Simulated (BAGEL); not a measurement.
**UHF/6-31G(d) (density fitting with qzvpp-jkfit, spherical functions) run of C2H4BClN (SMILES C=CB([NH])Cl)**

Aim: the energy change on altering one bond length of C2H4BClN at UHF/6-31G* (density fitting with qzvpp-jkfit, spherical functions), from 2 runs. 

Program for the calculation: BAGEL 1.2.2.

## 1. The system as given

C2H4BClN has 9 atoms, charge 0, and is taken as a doublet. As SMILES, `C=CB([NH])Cl`. The coordinates come from a GFN2-xTB relaxation. This is one conformer, not always the lowest.

Bond lengths: C1–C2 1.317 Å, C2–B3 1.621 Å, B3–N4 1.320 Å, B3–Cl5 1.735 Å, C1–H6 1.077 Å, C1–H7 1.081 Å, C2–H8 1.079 Å, N4–H9 0.997 Å. Angles: C1–C2–B3 123.0°, C2–B3–N4 118.8°, C2–B3–Cl5 115.0°, N4–B3–Cl5 126.2°, C1–C2–H8 121.7°, B3–C2–H8 115.3°, C2–C1–H6 122.8°, C2–C1–H7 121.0°, B3–N4–H9 137.6°, H6–C1–H7 116.2°.

## 2. The energy at UHF/6-31G(d) (density fitting with qzvpp-jkfit, spherical functions)

File calc.json:

```json
{ "bagel" : [

{
  "title" : "molecule",
  "basis" : "6-31gs.json",
  "df_basis" : "qzvpp-jkfit",
  "angstrom" : "true",
  "geometry" : [
    { "atom" : "C", "xyz" : [   -0.517480,    0.805460,    1.239300 ] },
    { "atom" : "C", "xyz" : [   -0.122860,   -0.234970,    0.535350 ] },
    { "atom" : "B", "xyz" : [    0.533250,   -0.104470,   -0.941700 ] },
    { "atom" : "N", "xyz" : [    0.391100,   -1.103700,   -1.791650 ] },
    { "atom" : "Cl", "xyz" : [    1.356440,    1.391690,   -1.248360 ] },
    { "atom" : "H", "xyz" : [   -0.420600,    1.818920,    0.887190 ] },
    { "atom" : "H", "xyz" : [   -0.954910,    0.681120,    2.220280 ] },
    { "atom" : "H", "xyz" : [   -0.239400,   -1.244170,    0.899940 ] },
    { "atom" : "H", "xyz" : [   -0.025540,   -2.009880,   -1.800340 ] }
  ]
},
{
  "title" : "uhf",
  "nopen" : 1
},
{
  "title" : "print",
  "file" : "orbitals.molden",
  "orbitals" : "true"
}

]}
```

The basis set 6-31G* is read from a file made from the Basis Set Exchange's data (not shown).

Launch:

```console
$ BAGEL_NUM_THREADS=1 BAGEL calc.json > calc.out
```

Output, cut to the lines that bear on the results:

```text
* using 1 threads per process

  ===============================================================
  ===============================================================

  *** Geometry ***

  { "atom" : "C", "xyz" : [     -0.977895,      1.522099,      2.341938 ] },
  { "atom" : "C", "xyz" : [     -0.232172,     -0.444029,      1.011665 ] },
  { "atom" : "B", "xyz" : [      1.007696,     -0.197420,     -1.779555 ] },
  { "atom" : "N", "xyz" : [      0.739072,     -2.085691,     -3.385728 ] },
  { "atom" : "Cl", "xyz" : [      2.563300,      2.629913,     -2.359059 ] },
  { "atom" : "H", "xyz" : [     -0.794819,      3.437261,      1.676546 ] },
  { "atom" : "H", "xyz" : [     -1.804518,      1.287130,      4.195721 ] },
  { "atom" : "H", "xyz" : [     -0.452400,     -2.351141,      1.700640 ] },
  { "atom" : "H", "xyz" : [     -0.048264,     -3.798123,     -3.402150 ] },

  Number of auxiliary basis functions:      502

  Since a DF basis is specified, we compute 2- and 3-index integrals:
    o Being stored without compression. Storage requirement is 0.027 GB

  Number of basis functions:       82
  Number of electrons      :       45

    * METHOD: MOLECULE                             0.27

  *** Open-shell HF ***

  === Nuclear Repulsion ===
   181.5627492173

      * DIIS with orbital gradients will be used.

  === UHF iteration (6-31gs.json) ===
      0       -616.33992596          0.03953763           0.14
      1       -616.49475421          0.03362394           0.14
      2       -616.57408309          0.02296611           0.13
      3       -616.65521676          0.00420587           0.13
      4       -616.66670183          0.00226321           0.14
      5       -616.67109770          0.00106717           0.13
      6       -616.67206649          0.00039423           0.13
      7       -616.67219401          0.00018134           0.13
      8       -616.67223244          0.00009540           0.14
      9       -616.67225200          0.00004681           0.14
     10       -616.67225897          0.00003393           0.14
     11       -616.67226546          0.00003016           0.14
     12       -616.67227348          0.00002737           0.14
     13       -616.67228808          0.00002315           0.14
     14       -616.67231781          0.00001492           0.14
     15       -616.67233957          0.00000810           0.14
     16       -616.67234837          0.00000504           0.14
     17       -616.67235496          0.00000361           0.14
     18       -616.67235872          0.00000337           0.14
     19       -616.67236041          0.00000336           0.14
     20       -616.67236205          0.00000335           0.13
     21       -616.67236412          0.00000327           0.13
     22       -616.67237057          0.00000309           0.13
     23       -616.67238050          0.00000298           0.13
     24       -616.67238402          0.00000290           0.14
     25       -616.67239797          0.00000413           0.13
     26       -616.67239579          0.00000448           0.13
[... 10 lines of this table left out ...]
     37       -616.67240464          0.00000217           0.13
     38       -616.67240207          0.00000171           0.13
     39       -616.67240025          0.00000187           0.13
     40       -616.67240318          0.00000168           0.14
     41       -616.67240526          0.00000136           0.14
     42       -616.67240707          0.00000103           0.13
     43       -616.67240766          0.00000062           0.14
     44       -616.67240760          0.00000027           0.14
     45       -616.67240766          0.00000030           0.14
     46       -616.67240767          0.00000010           0.14
     47       -616.67240767          0.00000006           0.14
     48       -616.67240767          0.00000002           0.14
     49       -616.67240767          0.00000001           0.13
    * SCF iteration converged.

    * S^2 (UHF) is 0.8070

    * Permanent dipole moment:
           (    0.544608,     0.992638,    -0.124432) a.u.

    * METHOD: UHF                                  6.96

    * METHOD: PRINT                                0.02

  ===============================================================
```

Wall time 7.5 s (1 thread of Arm Neoverse V1, shared host); peak memory 0.12 GiB.

## 3. The distorted shape at the same level

File calc.json:

```json
{ "bagel" : [

{
  "title" : "molecule",
  "basis" : "6-31gs.json",
  "df_basis" : "qzvpp-jkfit",
  "angstrom" : true,
  "geometry" : [
    { "atom" : "C", "xyz" : [   -0.499994,    0.956887,    1.184595 ] },
    { "atom" : "C", "xyz" : [   -0.105374,   -0.083543,    0.480645 ] },
    { "atom" : "B", "xyz" : [    0.550736,    0.046957,   -0.996405 ] },
    { "atom" : "N", "xyz" : [    0.408586,   -0.952273,   -1.846355 ] },
    { "atom" : "Cl", "xyz" : [    1.373926,    1.543117,   -1.303065 ] },
    { "atom" : "H", "xyz" : [   -0.403114,    1.970347,    0.832485 ] },
    { "atom" : "H", "xyz" : [   -0.937424,    0.832547,    2.165575 ] },
    { "atom" : "H", "xyz" : [   -0.239400,   -1.244170,    0.899940 ] },
    { "atom" : "H", "xyz" : [   -0.008054,   -1.858453,   -1.855045 ] }
  ]
},
{ "title" : "uhf", "nopen" : 1 },
{ "title" : "print", "file" : "orbitals.molden", "orbitals" : true }

]}
```

The basis set 6-31G* is read from a file made from the Basis Set Exchange's data (not shown).

Launch:

```console
$ BAGEL_NUM_THREADS=1 BAGEL calc.json > calc.out
```

Output:

```text
* using 1 threads per process

  ===============================================================
  ===============================================================

  *** Geometry ***

  { "atom" : "C", "xyz" : [     -0.944852,      1.808254,      2.238560 ] },
  { "atom" : "C", "xyz" : [     -0.199128,     -0.157873,      0.908287 ] },
  { "atom" : "B", "xyz" : [      1.040740,      0.088736,     -1.882933 ] },
  { "atom" : "N", "xyz" : [      0.772116,     -1.799535,     -3.489105 ] },
  { "atom" : "Cl", "xyz" : [      2.596344,      2.916069,     -2.462436 ] },
  { "atom" : "H", "xyz" : [     -0.761775,      3.723416,      1.573169 ] },
  { "atom" : "H", "xyz" : [     -1.771475,      1.573286,      4.092344 ] },
  { "atom" : "H", "xyz" : [     -0.452400,     -2.351141,      1.700640 ] },
  { "atom" : "H", "xyz" : [     -0.015220,     -3.511967,     -3.505527 ] },

  Number of auxiliary basis functions:      502

  Since a DF basis is specified, we compute 2- and 3-index integrals:
    o Being stored without compression. Storage requirement is 0.027 GB

  Number of basis functions:       82
  Number of electrons      :       45

    * METHOD: MOLECULE                             0.27

  *** Open-shell HF ***

  === Nuclear Repulsion ===
   180.8861936401

      * DIIS with orbital gradients will be used.

  === UHF iteration (6-31gs.json) ===
      0       -616.30212531          0.04057844           0.13
      1       -616.45252606          0.03655474           0.13
      2       -616.53579041          0.02600699           0.14
      3       -616.63874547          0.00460276           0.13
      4       -616.65210725          0.00251160           0.14
      5       -616.65747905          0.00118800           0.14
      6       -616.65867528          0.00045020           0.13
      7       -616.65882417          0.00021037           0.14
      8       -616.65887215          0.00010999           0.14
      9       -616.65889614          0.00005652           0.14
     10       -616.65890530          0.00004248           0.13
     11       -616.65891366          0.00003810           0.13
     12       -616.65892470          0.00003415           0.13
     13       -616.65894865          0.00002635           0.13
     14       -616.65898493          0.00001451           0.13
     15       -616.65900172          0.00000816           0.14
     16       -616.65901003          0.00000524           0.14
     17       -616.65901562          0.00000393           0.13
     18       -616.65901944          0.00000376           0.14
     19       -616.65902157          0.00000374           0.13
     20       -616.65902335          0.00000371           0.14
     21       -616.65902785          0.00000362           0.14
     22       -616.65903657          0.00000353           0.13
     23       -616.65903911          0.00000352           0.13
     24       -616.65904204          0.00000359           0.14
     25       -616.65903788          0.00000353           0.13
     26       -616.65903653          0.00000361           0.14
     27       -616.65904744          0.00000338           0.14
     28       -616.65904689          0.00000307           0.14
     29       -616.65904680          0.00000302           0.14
     30       -616.65905009          0.00000313           0.14
     31       -616.65904542          0.00000315           0.14
     32       -616.65904600          0.00000311           0.14
     33       -616.65905042          0.00000298           0.14
     34       -616.65905080          0.00000301           0.14
     35       -616.65905391          0.00000302           0.14
     36       -616.65905490          0.00000303           0.13
     37       -616.65905198          0.00000311           0.14
     38       -616.65906435          0.00000274           0.14
     39       -616.65907786          0.00000975           0.14
     40       -616.65907708          0.00001133           0.14
     41       -616.65907767          0.00000477           0.13
     42       -616.65907739          0.00000449           0.14
     43       -616.65907432          0.00000246           0.14
     44       -616.65907334          0.00000225           0.13
     45       -616.65907125          0.00000226           0.14
     46       -616.65907418          0.00000184           0.14
     47       -616.65907699          0.00000133           0.13
     48       -616.65907810          0.00000121           0.14
     49       -616.65907809          0.00000099           0.13
     50       -616.65907829          0.00000068           0.14
     51       -616.65907840          0.00000039           0.13
     52       -616.65907855          0.00000026           0.13
     53       -616.65907856          0.00000012           0.14
     54       -616.65907856          0.00000009           0.14
     55       -616.65907856          0.00000006           0.14
     56       -616.65907857          0.00000002           0.13
     57       -616.65907857          0.00000002           0.13
     58       -616.65907857          0.00000001           0.14
     59       -616.65907857          0.00000000           0.14
    * SCF iteration converged.

    * S^2 (UHF) is 0.8110

    * Permanent dipole moment:
           (    0.534086,     0.929604,    -0.093897) a.u.

    * METHOD: UHF                                  8.35

    * METHOD: PRINT                                0.02

  ===============================================================
```

Wall time 9 s (1 thread of Arm Neoverse V1, shared host); peak memory 0.12 GiB.

## 4. Outcome

Level: UHF/6-31G* (density fitting with qzvpp-jkfit, spherical functions).

```
                                                         quantity          value
                                        first shape: total energy  -616.67241 Eh
                                       first shape: dipole moment         2.90 D
                                                first shape: ⟨S²⟩          0.807
                                    distorted shape: total energy  -616.65908 Eh
                                   distorted shape: dipole moment         2.74 D
                                            distorted shape: ⟨S²⟩          0.811
energy change with the C2–H8 bond stretched from 1.079 to 1.241 Å       0.363 eV
```

With the C2–H8 bond stretched from 1.079 to 1.241 Å the energy rises by 0.36 eV (8.4 kcal/mol). The first shape isn't relaxed at this level, so the change isn't measured from a minimum.
